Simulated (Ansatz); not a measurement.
# Si2Ag: the cost of one run

Computed with Ansatz 0.2.0 (DFT PBE, scalar-relativistic, plane waves, PAW, unless a step's input says otherwise).

2 further runs of the same task are left out: 1 that didn't finish, 1 set aside as unsound or not needed.

### 1 The system as given

Symmetry: P4/mmm, No. 123, tetragonal system. Conventional cell: a = 3.531 Å, b = 3.531 Å, c = 4.271 Å, α = 90.00°, β = 90.00°, γ = 90.00°. Si (site symmetry mmm) is surrounded by 4 Si at 2.50 Å and 4 Ag at 2.77 Å. Ag (site symmetry 4/mmm) is surrounded by 8 Si at 2.77 Å.

Coordinates:

```
Si Ag
1.0
     3.53056    0.00000    0.00000
     0.00000    3.53056    0.00000
     0.00000    0.00000    4.27127
Si Ag
2 1
Direct
  0.00000 0.50000 0.00000
  0.50000 0.00000 0.00000
  0.00000 0.00000 0.50000
```

It is the end of an earlier relaxation with the same method, from a generated guess; it needn't be the stable form of this composition. At a tolerance of 0.05 Å it has space group P4/mmm (No. 123); it has 17.75 Å³/atom, an uncorrected energy of +0.32 eV/atom over the elements.

### 2 Bands, states and charges

Contents of input.yaml:

```yaml
crystal:
  lattice:
    - [3.5305612838, 0.0, 0.0]
    - [0.0, 3.5305612838, 0.0]
    - [0.0, 0.0, 4.2712694266]
  atoms:
    - { symbol: Si, position: [0.0, 0.5, 0.0] }
    - { symbol: Si, position: [0.5, 0.0, 0.0] }
    - { symbol: Ag, position: [0.0, 0.0, 0.5] }
basis:
  ecutwfc: 420
kpoints:
  mp_grid: { grid: [14, 14, 12] }
  band_path:
    path:
      - [[0.0, 0.0, 0.0], [0.0, 0.5, 0.0], [0.5, 0.5, 0.0], [0.0, 0.0, 0.0], [0.0, 0.0, 0.5], [0.0, 0.5, 0.5], [0.5, 0.5, 0.5], [0.0, 0.0, 0.5]]
      - [[0.0, 0.5, 0.0], [0.0, 0.5, 0.5]]
      - [[0.5, 0.5, 0.0], [0.5, 0.5, 0.5]]
    npoints: 14
hamiltonian:
  xc: pbe
scf:
  occupations: { method: gaussian, width: 0.1 }
  n_extra_bands: 7
output:
  forces: true
  stress: true
  eigenvalues: true
  populations: true
  dos: { projected: true, de: 0.02, nscf_kmesh: { grid: [17, 17, 15] } }
  bader: true
  write_density: true
  write_potential: true
  elf: true
  volumetric_format: npy
```

On the command line:

```sh
ansatz run input.yaml --threads 1 --pin off --max-ram 2560MiB --backend cpu --events-out ev --progress --plain --runs-dir out
```

**Question.** How long does this run take on 1 thread of Arm Neoverse V2, shared host, and how much memory does it need?

About 38 s, with a peak of 0.52 GiB.
